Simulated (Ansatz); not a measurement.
# GeAsH5 + NH3: a complex and its separated parts, part 1 of 2

Aim: how far the complex at one end of a reaction step lies below its separated, relaxed parts, level by level.

Program: Ansatz 0.2.0, Gaussian basis. Level of theory: PBE0-D4/def2-TZVP structures, single points in def2-TZVPP, no counterpoise correction. These are calculated values, not measurements.

Levels: SPW92, PBE-D4, BLYP-D4, r2SCAN-D4, B97M-V, PBE0-D4, B3LYP-D4, r2SCAN0-D4, BHLYP-D4, CAM-B3LYP-D4, wB97X-V, wB97M-V, B2PLYP, PBE-QIDH, RPA on PBE, Hartree-Fock, MP2, CCSD, CCSD(T).

Cores are frozen in the correlated methods. Filled d shells of the heavier atoms are correlated. B3LYP uses VWN-RPA correlation. B2PLYP carries no dispersion term here.

94 further runs of the same task are left out: 94 set aside as unsound or not needed. Runs told in other sessions of the task aren't counted.

## (1) The starting structure

The complex: 11 atoms, charge 0, spin multiplicity 1.

Atoms are counted from 1 here; the program's logs count them from 0.

Bond lengths: Ge1–H3 1.536 Å, Ge1–H4 1.538 Å, Ge1–H5 1.544 Å, Ge1–As7 2.422 Å, N2–H6 1.013 Å, N2–H8 1.013 Å, N2–H9 1.013 Å, As7–H10 1.527 Å, As7–H11 1.519 Å. Angles: H3–Ge1–H4 109.1°, H3–Ge1–H5 108.3°, H3–Ge1–As7 112.4°, H4–Ge1–H5 107.5°, H4–Ge1–As7 109.4°, H5–Ge1–As7 110.0°, H6–N2–H8 107.3°, H6–N2–H9 107.2°, H8–N2–H9 107.3°, Ge1–As7–H10 93.7°, Ge1–As7–H11 92.9°, H10–As7–H11 91.9°.

As a file:

```xyz
11

Ge   -1.4832   -0.0550    0.0838
N     1.6519   -0.4756    0.9004
H    -1.2372    1.0068    1.1665
H    -1.2710   -1.4520    0.6909
H    -2.9582    0.0381   -0.3615
H     2.5116   -0.0539    0.5708
As   -0.0231    0.2226   -1.8287
H     1.5582   -0.2399    1.8809
H     1.7702   -1.4798    0.8429
H    -1.0746    0.9662   -2.6493
H     0.5555    1.5224   -1.2967
```

Its parts: GeAsH5 holds atoms 1, 3, 4, 5, 7, 10, 11; NH3 holds atoms 2, 6, 8, 9. Each part counts its atoms afresh in its own runs.

## (2) Relaxing GeAsH5 alone

relax-a/in.yaml

```yaml
crystal:
  periodic: [false, false, false]
  atoms:
    - {symbol: Ge, position_ang: [-1.483188, -0.055002, 0.083813]}
    - {symbol: H, position_ang: [-1.237183, 1.006757, 1.166475]}
    - {symbol: H, position_ang: [-1.270971, -1.452035, 0.690876]}
    - {symbol: H, position_ang: [-2.958231, 0.038141, -0.361481]}
    - {symbol: As, position_ang: [-0.023127, 0.222593, -1.828664]}
    - {symbol: H, position_ang: [-1.074629, 0.966231, -2.649336]}
    - {symbol: H, position_ang: [0.555517, 1.522429, -1.296688]}
basis:
  gaussian: {orbitals: def2-TZVP}
hamiltonian: {xc: pbe0, dispersion: d4}
relax: {f_tol: 0.005, max_steps: 200}
```

Launch:

```console
$ ansatz run in.yaml --threads 8 --pin off --events-out ev --progress --plain --max-ram 19148MiB
```

The program printed (excerpt; [...] marks lines left out):

```text
Functional definition: PBE0
  name "PBE0"
  cite "Adamo & Barone, J. Chem. Phys. 110, 6158 (1999) doi:10.1063/1.478522"
  cite "Perdew, Burke & Ernzerhof, Phys. Rev. Lett. 77, 3865 (1996) doi:10.1103/PhysRevLett.77.3865"
  parent pbe
[...]
1044 factors; their error is unknown
[...]
mean field -117426.37306405 eV, -4315.3396156494 hartree, gradient 1.1e-5 eV, S^2 0.000000; 0 other end points of the search recorded, 0 dependent functions left out
[...]
reference -117426.37309322 eV, -4315.3396167214 hartree; 35, 35 occupied and 91, 91 virtual orbitals, 1044 factors
[...]
Total energy: -117426.52088540 eV, -4315.3450479838 hartree
Atom 0 at    -1.562617    -0.045184     0.034684 Å, force     0.000472    -0.001744    -0.001934 eV/Å
Atom 1 at    -1.574480     1.222881     0.902864 Å, force     0.000739     0.001057     0.000406 eV/Å
Atom 2 at    -0.932858    -1.198679     0.832293 Å, force    -0.000093     0.000499    -0.000286 eV/Å
Atom 3 at    -3.007811    -0.422661    -0.328873 Å, force    -0.000166    -0.000024     0.000113 eV/Å
Atom 4 at    -0.308962     0.228766    -2.023701 Å, force    -0.000484    -0.000199     0.001893 eV/Å
Atom 5 at    -0.960768     1.574129    -2.313467 Å, force     0.000286     0.000192    -0.000218 eV/Å
Atom 6 at     0.855684     0.889861    -1.298805 Å, force    -0.000754     0.000220     0.000026 eV/Å
Dipole moment:    -0.008103     0.062481     0.056729 e Å
```

Wall time 12 s (8 threads of Arm Neoverse V1, shared host).

Along the way:

| step | energy from step 1 (eV) | largest force component (eV/Å) |
| --- | --- | --- |
| 1 | 0.0000 | 0.3214 |
| 2 | -0.0017 | 0.1118 |
| 3 | -0.0044 | 0.0315 |
| 4 | -0.0142 | 0.0449 |
| 5 | -0.0157 | 0.0256 |
| 6 | -0.0261 | 0.0976 |
| 7 | -0.0291 | 0.3324 |
| 8 | -0.0418 | 0.0216 |
| 9 | -0.0430 | 0.0158 |
| 10 | -0.0431 | 0.0684 |
| 11 | -0.0434 | 0.0353 |
| 12 | -0.0435 | 0.0019 |

Distances of close pairs at the start and the end, largest changes first:

```csv
bond,before (Å),after (Å),change (Å)
Ge1–H4,1.544,1.537,-0.006
As5–H6,1.527,1.523,-0.004
As5–H7,1.519,1.523,+0.004
Ge1–As5,2.422,2.426,+0.004
Ge1–H3,1.538,1.537,-0.001
Ge1–H2,1.536,1.537,+0.001
```

## (3) Relaxing NH3 alone

relax-b/in.yaml

```yaml
crystal:
  periodic: [false, false, false]
  atoms:
    - {symbol: N, position_ang: [1.651882, -0.475632, 0.900375]}
    - {symbol: H, position_ang: [2.511569, -0.053927, 0.570843]}
    - {symbol: H, position_ang: [1.558161, -0.239878, 1.880899]}
    - {symbol: H, position_ang: [1.770200, -1.479777, 0.842889]}
basis:
  gaussian: {orbitals: def2-TZVP}
hamiltonian: {xc: pbe0, dispersion: d4}
relax: {f_tol: 0.005, max_steps: 200}
```

Launch:

```console
$ ansatz run in.yaml --threads 8 --pin off --events-out ev --progress --plain --max-ram 19148MiB
```

The program printed (excerpt; [...] marks lines left out):

```text
[... 5 set-up lines as earlier in the session ...]
[...]
287 factors; their error is unknown
[...]
mean field -1537.79926567 eV, -56.5130806556 hartree, gradient 2.3e-5 eV, S^2 0.000000; 0 other end points of the search recorded, 0 dependent functions left out
[...]
Total energy: -1537.80844276 eV, -56.5134179074 hartree
Atom 0 at     1.650740    -0.475255     0.899406 Å, force    -0.002974     0.001172    -0.001621 eV/Å
Atom 1 at     2.511388    -0.054292     0.571827 Å, force     0.000727    -0.000536     0.000952 eV/Å
Atom 2 at     1.559152    -0.240529     1.880105 Å, force     0.001258    -0.000693    -0.000191 eV/Å
Atom 3 at     1.770533    -1.479138     0.843668 Å, force     0.000989     0.000057     0.000860 eV/Å
Dipole moment:     0.278111    -0.108944     0.186913 e Å
```

Wall time 0.6 s (8 threads of Arm Neoverse V1, shared host).

Step by step:

| step | energy from step 1 (eV) | largest force component (eV/Å) |
| --- | --- | --- |
| 1 | 0.0000 | 0.0181 |
| 2 | 0.0000 | 0.0100 |
| 3 | 0.0000 | 0.0199 |
| 4 | 0.0000 | 0.0030 |

Distances of close pairs at the start and the end, largest changes first:

```csv
bond,before (Å),after (Å),change (Å)
N1–H3,1.013,1.013,-0.000
N1–H4,1.013,1.013,-0.000
N1–H2,1.013,1.013,-0.000
```

## (4) SPW92/def2-TZVPP

parta/in.yaml

```yaml
crystal:
  periodic: [false, false, false]
  atoms:
    - {symbol: Ge, position_ang: [-1.562617, -0.045184, 0.034684]}
    - {symbol: H, position_ang: [-1.574480, 1.222881, 0.902864]}
    - {symbol: H, position_ang: [-0.932858, -1.198679, 0.832293]}
    - {symbol: H, position_ang: [-3.007811, -0.422661, -0.328873]}
    - {symbol: As, position_ang: [-0.308962, 0.228766, -2.023701]}
    - {symbol: H, position_ang: [-0.960768, 1.574129, -2.313467]}
    - {symbol: H, position_ang: [0.855684, 0.889861, -1.298805]}
basis:
  gaussian: {orbitals: def2-TZVPP}
hamiltonian: {xc: lda}
```

partb/in.yaml

```yaml
crystal:
  periodic: [false, false, false]
  atoms:
    - {symbol: N, position_ang: [1.650740, -0.475255, 0.899406]}
    - {symbol: H, position_ang: [2.511388, -0.054292, 0.571827]}
    - {symbol: H, position_ang: [1.559152, -0.240529, 1.880105]}
    - {symbol: H, position_ang: [1.770533, -1.479138, 0.843668]}
basis:
  gaussian: {orbitals: def2-TZVPP}
hamiltonian: {xc: lda}
```

The same command starts each run, in its folder.

Launch:

```console
$ ansatz run in.yaml --threads 8 --pin off --events-out ev --progress --plain --max-ram 19148MiB
```

parta printed (excerpt; [...] marks lines left out):

```text
Functional definition: SPW92
  name "SPW92"
  cite "Dirac, Proc. Camb. Phil. Soc. 26, 376 (1930) doi:10.1017/S0305004100016108"
  cite "Slater, Phys. Rev. 81, 385 (1951) doi:10.1103/PhysRev.81.385"
  cite "Perdew & Wang, Phys. Rev. B 45, 13244 (1992) doi:10.1103/PhysRevB.45.13244"
[...]
1026 factors; their error is unknown
[...]
mean field -117264.26551282 eV, -4309.3822730223 hartree, gradient 3.5e-5 eV, S^2 0.000000; 0 other end points of the search recorded, 0 dependent functions left out
reference -117264.26554953 eV, -4309.3822743711 hartree; 35, 35 occupied and 131, 131 virtual orbitals, 1026 factors
Total energy: -117264.26554953 eV, -4309.3822743711 hartree
```

Log of partb (excerpt; [...] marks lines left out):

```text
[... 5 set-up lines as earlier in the session ...]
[...]
332 factors; their error is unknown
[...]
mean field -1526.58938742 eV, -56.1011252283 hartree, gradient 8.6e-5 eV, S^2 0.000000; 0 other end points of the search recorded, 0 dependent functions left out
reference -1526.58940683 eV, -56.1011259414 hartree; 5, 5 occupied and 68, 68 virtual orbitals, 332 factors
Total energy: -1526.58940683 eV, -56.1011259414 hartree
```

Wall times: 0.45 s (parta), 0.15 s (partb) on 8 threads of Arm Neoverse V1, shared host.

## (5) PBE-D4/def2-TZVPP

The same edit goes into each in.yaml of step 4 (parta, partb):

```diff
-hamiltonian: {xc: lda}
+hamiltonian: {xc: pbe, dispersion: d4}
```

Each run has its own folder and the same command.

Launch:

```console
$ ansatz run in.yaml --threads 8 --pin off --events-out ev --progress --plain --max-ram 19148MiB
```

parta printed (excerpt; [...] marks lines left out):

```text
Functional definition: PBE
  name "PBE"
[... 2 set-up lines as earlier in the session ...]
[...]
1026 factors; their error is unknown
[...]
mean field -117423.02814807 eV, -4315.2166922546 hartree, gradient 3.0e-5 eV, S^2 0.000000; 0 other end points of the search recorded, 0 dependent functions left out
reference -117423.02818718 eV, -4315.2166936917 hartree; 35, 35 occupied and 131, 131 virtual orbitals, 1026 factors
Total energy: -117423.15204414 eV, -4315.2212453510 hartree
```

Log of partb (excerpt; [...] marks lines left out):

```text
[... 4 set-up lines as earlier in the session ...]
[...]
332 factors; their error is unknown
[...]
mean field -1537.73146681 eV, -56.5105890935 hartree, gradient 6.0e-5 eV, S^2 0.000000; 0 other end points of the search recorded, 0 dependent functions left out
reference -1537.73148716 eV, -56.5105898415 hartree; 5, 5 occupied and 68, 68 virtual orbitals, 332 factors
Total energy: -1537.74286441 eV, -56.5110079476 hartree
```

They took 0.65 s (parta), 0.15 s (partb) on 8 threads of Arm Neoverse V1, shared host.

## (6) BLYP-D4/def2-TZVPP

The same edit goes into each in.yaml of step 5 (parta, partb):

```diff
-hamiltonian: {xc: pbe, dispersion: d4}
+hamiltonian: {xc: {name: BLYP}, dispersion: d4}
```

One command serves all of them, each in its own folder.

Launch:

```console
$ ansatz run in.yaml --threads 8 --pin off --events-out ev --progress --plain --max-ram 19148MiB
```

Output in parta (excerpt; [...] marks lines left out):

```text
Functional definition: BLYP
  name "BLYP"
  cite "Becke, Phys. Rev. A 38, 3098 (1988) doi:10.1103/PhysRevA.38.3098"
  cite "Lee, Yang & Parr, Phys. Rev. B 37, 785 (1988) doi:10.1103/PhysRevB.37.785"
[...]
1026 factors; their error is unknown
[...]
mean field -117443.54286487 eV, -4315.9705941914 hartree, gradient 3.2e-5 eV, S^2 0.000000; 0 other end points of the search recorded, 0 dependent functions left out
reference -117443.54320789 eV, -4315.9706067970 hartree; 35, 35 occupied and 131, 131 virtual orbitals, 1026 factors
Total energy: -117443.81205951 eV, -4315.9804869119 hartree
```

partb printed (excerpt; [...] marks lines left out):

```text
[... 4 set-up lines as earlier in the session ...]
[...]
332 factors; their error is unknown
[...]
mean field -1539.10787397 eV, -56.5611711237 hartree, gradient 5.8e-5 eV, S^2 0.000000; 0 other end points of the search recorded, 0 dependent functions left out
reference -1539.10805957 eV, -56.5611779442 hartree; 5, 5 occupied and 68, 68 virtual orbitals, 332 factors
Total energy: -1539.13550720 eV, -56.5621866261 hartree
```

They took 0.7 s (parta), 0.15 s (partb) on 8 threads of Arm Neoverse V1, shared host.

## (7) r2SCAN-D4/def2-TZVPP

The same edit goes into each in.yaml of step 6 (parta, partb):

```diff
-hamiltonian: {xc: {name: BLYP}, dispersion: d4}
+hamiltonian: {xc: r2scan, dispersion: d4}
```

The same command starts each run, in its folder.

Launch:

```console
$ ansatz run in.yaml --threads 8 --pin off --events-out ev --progress --plain --max-ram 19148MiB
```

parta printed (excerpt; [...] marks lines left out):

```text
Functional definition: r2SCAN
  name "r2SCAN"
  cite "Furness, Kaplan, Ning, Perdew & Sun, J. Phys. Chem. Lett. 11, 8208 (2020) doi:10.1021/acs.jpclett.0c02405"
  cite "Furness, Kaplan, Ning, Perdew & Sun, J. Phys. Chem. Lett. 11, 9248 (2020) doi:10.1021/acs.jpclett.0c03077"
  parent r2scan
[...]
1026 factors; their error is unknown
[...]
mean field -117440.54537469 eV, -4315.8604384592 hartree, gradient 2.9e-5 eV, S^2 0.000000; 0 other end points of the search recorded, 0 dependent functions left out
reference -117440.54538545 eV, -4315.8604388547 hartree; 35, 35 occupied and 131, 131 virtual orbitals, 1026 factors
Total energy: -117440.57290073 eV, -4315.8614500225 hartree
```

partb printed (excerpt; [...] marks lines left out):

```text
[... 5 set-up lines as earlier in the session ...]
[...]
332 factors; their error is unknown
[...]
mean field -1538.76465198 eV, -56.5485579482 hartree, gradient 3.2e-5 eV, S^2 0.000000; 0 other end points of the search recorded, 0 dependent functions left out
reference -1538.76465844 eV, -56.5485581855 hartree; 5, 5 occupied and 68, 68 virtual orbitals, 332 factors
Total energy: -1538.76737123 eV, -56.5486578785 hartree
```

Wall times: 1.6 s (parta), 0.45 s (partb) on 8 threads of Arm Neoverse V1, shared host.

## (8) B97M-V/def2-TZVPP

The same edit goes into each in.yaml of step 7 (parta, partb):

```diff
-hamiltonian: {xc: r2scan, dispersion: d4}
+hamiltonian: {xc: {name: B97M-V}}
```

The same command starts each run, in its folder.

Launch:

```console
$ ansatz run in.yaml --threads 8 --pin off --events-out ev --progress --plain --max-ram 19148MiB
```

parta printed (excerpt; [...] marks lines left out):

```text
Functional definition: B97M-V
  name "B97M-V"
  cite "Mardirossian & Head-Gordon, J. Chem. Phys. 142, 074111 (2015) doi:10.1063/1.4907719"
  cite "Becke, J. Chem. Phys. 107, 8554 (1997) doi:10.1063/1.475007"
  cite "Vydrov & Van Voorhis, J. Chem. Phys. 133, 244103 (2010) doi:10.1063/1.3521275"
  # Of w^i u^j: cxij and so on, Table III.
[...]
  gx(w, u) = cx00 + cx01*u + cx02*u^2 + (cx10 + cx11*u)*w
[...]
      + integral(e_c_pw_mod_opposite_spin*gos(b97_w_opposite, b97_u_opposite)) + vv10(b, c)
1026 factors; their error is unknown
[...]
mean field -117419.37531375 eV, -4315.0824530693 hartree, gradient 4.9e-5 eV, S^2 0.000000; 0 other end points of the search recorded, 0 dependent functions left out
reference -117419.37536716 eV, -4315.0824550321 hartree; 35, 35 occupied and 131, 131 virtual orbitals, 1026 factors
Total energy: -117419.37536716 eV, -4315.0824550321 hartree
```

partb printed (excerpt; [...] marks lines left out):

```text
[... 5 set-up lines as earlier in the session ...]
  # Of w^i u^j: cxij and so on, Table III.
[...]
  gx(w, u) = cx00 + cx01*u + cx02*u^2 + (cx10 + cx11*u)*w
[...]
  gos(w, u) = cos00 + cos01*u + cos03*u^3 + cos10*w + cos32*w^3*u^2
[...]
      + integral(e_c_pw_mod_opposite_spin*gos(b97_w_opposite, b97_u_opposite)) + vv10(b, c)
332 factors; their error is unknown
[...]
mean field -1539.38734073 eV, -56.5714413377 hartree, gradient 4.5e-5 eV, S^2 0.000000; 0 other end points of the search recorded, 0 dependent functions left out
reference -1539.38737355 eV, -56.5714425439 hartree; 5, 5 occupied and 68, 68 virtual orbitals, 332 factors
Total energy: -1539.38737355 eV, -56.5714425439 hartree
```

Times: 2.9 s (parta), 0.4 s (partb) on 8 threads of Arm Neoverse V1, shared host.

## (9) PBE0-D4/def2-TZVPP

The same edit goes into each in.yaml of step 8 (parta, partb):

```diff
-hamiltonian: {xc: {name: B97M-V}}
+hamiltonian: {xc: pbe0, dispersion: d4}
+output: {orbitals: {seedname: orbitals}}
```

One command serves all of them, each in its own folder.

Launch:

```console
$ ansatz run in.yaml --threads 8 --pin off --events-out ev --progress --plain --max-ram 19148MiB
```

Output in parta (excerpt; [...] marks lines left out):

```text
[... 5 set-up lines as earlier in the session ...]
[...]
1119 factors; their error is unknown
[...]
mean field -117426.44843672 eV, -4315.3423855438 hartree, gradient 2.6e-5 eV, S^2 0.000000; 0 other end points of the search recorded, 0 dependent functions left out
reference -117426.44846620 eV, -4315.3423866272 hartree; 35, 35 occupied and 131, 131 virtual orbitals, 1119 factors
Total energy: -117426.55296703 eV, -4315.3462269622 hartree
```

partb printed (excerpt; [...] marks lines left out):

```text
[... 5 set-up lines as earlier in the session ...]
[...]
332 factors; their error is unknown
[...]
mean field -1537.87182343 eV, -56.5157471040 hartree, gradient 1.3e-5 eV, S^2 0.000000; 0 other end points of the search recorded, 0 dependent functions left out
reference -1537.87183934 eV, -56.5157476889 hartree; 5, 5 occupied and 68, 68 virtual orbitals, 332 factors
Total energy: -1537.88095455 eV, -56.5160826667 hartree
```

Times: 1 s (parta), 0.15 s (partb) on 8 threads of Arm Neoverse V1, shared host.

## (10) B3LYP-D4/def2-TZVPP

Each input of step 9 (parta, partb) changes in the same lines:

```diff
-hamiltonian: {xc: pbe0, dispersion: d4}
-output: {orbitals: {seedname: orbitals}}
+hamiltonian: {xc: {name: B3LYP}, dispersion: d4}
```

The same command starts each run, in its folder.

Launch:

```console
$ ansatz run in.yaml --threads 8 --pin off --events-out ev --progress --plain --max-ram 19148MiB
```

Output in parta (excerpt; [...] marks lines left out):

```text
Functional definition: B3LYP
  name "B3LYP"
  cite "Stephens, Devlin, Chabalowski & Frisch, J. Phys. Chem. 98, 11623 (1994) doi:10.1021/j100096a001"
[... 2 set-up lines as earlier in the session ...]
  cite "Vosko, Wilk & Nusair, Can. J. Phys. 58, 1200 (1980) doi:10.1139/p80-159"
[...]
1100 factors; their error is unknown
[...]
mean field -117443.73533679 eV, -4315.9776674041 hartree, gradient 3.0e-5 eV, S^2 0.000000; 0 other end points of the search recorded, 0 dependent functions left out
reference -117443.73559482 eV, -4315.9776768864 hartree; 35, 35 occupied and 131, 131 virtual orbitals, 1100 factors
Total energy: -117443.93840921 eV, -4315.9851301777 hartree
```

Output in partb (excerpt; [...] marks lines left out):

```text
[... 6 set-up lines as earlier in the session ...]
[...]
332 factors; their error is unknown
[...]
mean field -1539.85469441 eV, -56.5886162684 hartree, gradient 1.3e-5 eV, S^2 0.000000; 0 other end points of the search recorded, 0 dependent functions left out
reference -1539.85483404 eV, -56.5886214000 hartree; 5, 5 occupied and 68, 68 virtual orbitals, 332 factors
Total energy: -1539.87289378 eV, -56.5892850830 hartree
```

Times: 0.95 s (parta), 0.2 s (partb) on 8 threads of Arm Neoverse V1, shared host.

## (11) r2SCAN0-D4/def2-TZVPP

The same edit goes into each in.yaml of step 10 (parta, partb):

```diff
-hamiltonian: {xc: {name: B3LYP}, dispersion: d4}
+hamiltonian: {xc: {name: r2SCAN0}, dispersion: d4}
```

Each run has its own folder and the same command.

Launch:

```console
$ ansatz run in.yaml --threads 8 --pin off --events-out ev --progress --plain --max-ram 19148MiB
```

parta printed (excerpt; [...] marks lines left out):

```text
Functional definition: r2SCAN0
  name "r2SCAN0"
  cite "Bursch, Neugebauer, Ehlert & Grimme, J. Chem. Phys. 156, 134105 (2022) doi:10.1063/5.0086040"
[... 3 set-up lines as earlier in the session ...]
[...]
1119 factors; their error is unknown
[...]
mean field -117439.67681479 eV, -4315.8285194715 hartree, gradient 2.5e-5 eV, S^2 0.000000; 0 other end points of the search recorded, 0 dependent functions left out
reference -117439.67682335 eV, -4315.8285197861 hartree; 35, 35 occupied and 131, 131 virtual orbitals, 1119 factors
Total energy: -117439.71028090 eV, -4315.8297493283 hartree
```

Output in partb (excerpt; [...] marks lines left out):

```text
[... 6 set-up lines as earlier in the session ...]
[...]
332 factors; their error is unknown
[...]
mean field -1538.56923574 eV, -56.5413765337 hartree, gradient 3.6e-5 eV, S^2 0.000000; 0 other end points of the search recorded, 0 dependent functions left out
reference -1538.56924082 eV, -56.5413767206 hartree; 5, 5 occupied and 68, 68 virtual orbitals, 332 factors
Total energy: -1538.57224196 eV, -56.5414870102 hartree
```

Times: 1.9 s (parta), 0.45 s (partb) on 8 threads of Arm Neoverse V1, shared host.

## (12) BHLYP-D4/def2-TZVPP

The same edit goes into each in.yaml of step 11 (parta, partb):

```diff
-hamiltonian: {xc: {name: r2SCAN0}, dispersion: d4}
+hamiltonian: {xc: {name: BHLYP}, dispersion: d4}
```

One command serves all of them, each in its own folder.

Launch:

```console
$ ansatz run in.yaml --threads 8 --pin off --events-out ev --progress --plain --max-ram 19148MiB
```

Log of parta (excerpt; [...] marks lines left out):

```text
Functional definition: BHLYP
  name "BHLYP"
  cite "Becke, J. Chem. Phys. 98, 1372 (1993) doi:10.1063/1.464304"
[... 2 set-up lines as earlier in the session ...]
[...]
1213 factors; their error is unknown
[...]
mean field -117439.99883009 eV, -4315.8403533154 hartree, gradient 3.6e-5 eV, S^2 0.000000; 0 other end points of the search recorded, 0 dependent functions left out
reference -117439.99900577 eV, -4315.8403597716 hartree; 35, 35 occupied and 131, 131 virtual orbitals, 1213 factors
Total energy: -117440.17414594 eV, -4315.8467960541 hartree
```

partb printed (excerpt; [...] marks lines left out):

```text
[... 5 set-up lines as earlier in the session ...]
[...]
346 factors; their error is unknown
[...]
mean field -1538.73566726 eV, -56.5474927792 hartree, gradient 7.6e-5 eV, S^2 0.000000; 0 other end points of the search recorded, 0 dependent functions left out
reference -1538.73576392 eV, -56.5474963316 hartree; 5, 5 occupied and 68, 68 virtual orbitals, 346 factors
Total energy: -1538.74646345 eV, -56.5478895319 hartree
```

Wall times: 0.85 s (parta), 0.2 s (partb) on 8 threads of Arm Neoverse V1, shared host.

(Continued in part 2 of 2.)
